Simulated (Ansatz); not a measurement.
Write a Python script for Ansatz 0.2.0, Python API that makes a rigid scan of one bond angle of CH₃FTe, SMILES FC[TeH]. Level of theory (for the species named): r2SCAN, def2-SVP basis, multiplicity 1, D3BJ dispersion.

```xyz
6

F    -0.2526   -0.5279   -1.7345
C     0.0460   -0.4030   -0.4135
Te   -0.6029    1.4955    0.3585
H     1.2243   -0.4887   -0.3164
H    -0.4459   -1.2223    0.1344
H     0.0732    1.0824    1.9254
```

`ch3fte.py`
```python
# -*- coding: utf-8 -*-
'''Energy of CH3FTe against one bond angle.'''

import warnings

import ansatz as az
from ase import Atoms

BASIS = 'def2-SVP'
XC = 'r2SCAN'
VDW = 'd3bj'
FMAX = 0.02

warnings.simplefilter('ignore', az.DeckWarning)

atoms = Atoms(['F', 'C', 'Te', 'H', 'H', 'H'], positions=[
    (-0.2526, -0.5279, -1.7345),
    (0.046, -0.403, -0.4135),
    (-0.6029, 1.4955, 0.3585),
    (1.2243, -0.4887, -0.3164),
    (-0.4459, -1.2223, 0.1344),
    (0.0732, 1.0824, 1.9254),
])

# relax first, so that the scan starts from a minimum
first = az.Crystal.molecule_from_ase(atoms).calculation()
first = first.basis(gaussian=BASIS)
first = first.functional(XC, dispersion=VDW)
first = first.relax(force_tolerance=FMAX, max_steps=80)
atoms.positions = first.run(threads=1, pin='off').report['positions_ang']

rows = []
for angle in [85, 95, 105, 115, 125, 140, 160]:
    bent = atoms.copy()
    bent.set_angle(1, 2, 5, angle, indices=[5])
    calc = (
        az.Crystal.molecule_from_ase(bent).calculation()
        .basis(gaussian=BASIS)
        .functional(XC, dispersion=VDW)
    )
    rows.append((angle, calc.run(threads=1, pin='off').report['free_energy_ev']))
floor = min(e for _, e in rows)
for angle, e in rows:
    print(f'angle C1-Te2-H5 = {angle:3d} deg   {1000 * (e - floor):9.1f} meV')
```

```console
$ python ch3fte.py
angle C1-Te2-H5 =  85 deg        28.1 meV
angle C1-Te2-H5 =  95 deg         0.0 meV
angle C1-Te2-H5 = 105 deg        96.3 meV
angle C1-Te2-H5 = 115 deg       302.0 meV
angle C1-Te2-H5 = 125 deg       606.6 meV
angle C1-Te2-H5 = 140 deg      1229.7 meV
angle C1-Te2-H5 = 160 deg      2308.8 meV
```

The scan is rigid, and the energies are electronic, in a modest basis. The zero is the lowest point of the grid, which needn't be the minimum. def2 sets replace the cores of elements past krypton by effective core potentials. A dispersion term here runs with damping parameters fitted for another variant or functional. The script silences the warnings on its input, which a real study should read. Wall time of the script: 100 s on 1 thread of Arm Neoverse V2, with other jobs on the host, peak memory 0.21 GiB.
